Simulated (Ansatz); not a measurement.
# CH₄BNSe: basis-set convergence

How large a basis does CH₄BNSe need? Two functionals are run in growing sets.

Method: one geometry, several basis sets; program: Ansatz 0.2.0, Gaussian basis.

The runs, in order: PBE0-D4/def2-SVP; ωB97M-V/def2-SVP; PBE0-D4/def2-QZVPP; ωB97M-V/def2-QZVPP; the functionals' def2-TZVPP values are taken from earlier runs.

## (1) The geometry

An earlier PBE0-D4 in a triple-zeta def2 set relaxation fixed the geometry.

SMILES `BC(N)=[Se]`, 8 atoms, charge 0, spin multiplicity 1.

Atoms are counted from 1 here; the program's logs count them from 0.

Bond lengths: B1–C2 1.528 Å, B1–H5 1.197 Å, B1–H6 1.197 Å, C2–N3 1.305 Å, C2–Se4 1.810 Å, N3–H7 1.009 Å, N3–H8 1.008 Å. Angles: C2–B1–H5 118.6°, C2–B1–H6 118.6°, H5–B1–H6 121.2°, B1–C2–N3 143.1°, B1–C2–Se4 85.2°, N3–C2–Se4 131.7°, C2–N3–H7 121.4°, C2–N3–H8 120.4°, H7–N3–H8 118.1°.

## (2) PBE0-D4 in def2-SVP

File in.yaml:

```yaml
crystal:
  periodic: [false, false, false]
  atoms:
    - {symbol: B, position_ang: [-0.117443, 1.133872, -0.616397]}
    - {symbol: C, position_ang: [-0.022008, -0.295219, -0.083771]}
    - {symbol: N, position_ang: [0.255274, -0.995694, 0.981586]}
    - {symbol: Se, position_ang: [-0.519910, -0.788670, -1.752176]}
    - {symbol: H, position_ang: [-1.119473, 1.755194, -0.412509]}
    - {symbol: H, position_ang: [0.883458, 1.675023, -0.986567]}
    - {symbol: H, position_ang: [0.212833, -2.004103, 0.974453]}
    - {symbol: H, position_ang: [0.519471, -0.537502, 1.839479]}
basis:
  gaussian: {orbitals: def2-SVP}
hamiltonian: {xc: pbe0, dispersion: d4}
output: {orbitals: {seedname: orbitals}}
```

Run with:

```sh
$ ansatz run in.yaml --threads 2 --pin off --events-out ev --progress --plain --max-ram 4352MiB
```

Further steps of the session: ωB97M-V in def2-SVP; PBE0-D4 in def2-QZVPP; ωB97M-V in def2-QZVPP.

Q: Predict the results of all the runs planned. Wanted: PBE0-D4: double and triple zeta above quadruple; ωB97M-V: double and triple zeta above quadruple.

**Answer**, as computed:

```
                                       quantity           value
PBE0-D4: double and triple zeta above quadruple  13.19, 1.56 eV
ωB97M-V: double and triple zeta above quadruple  13.27, 1.50 eV
```

**Reading.** For PBE0-D4 the step from double to triple zeta gains 11.63 eV and the next only 1.56 eV. Total energies overstate the basis error of differences, where much of it tends to cancel.
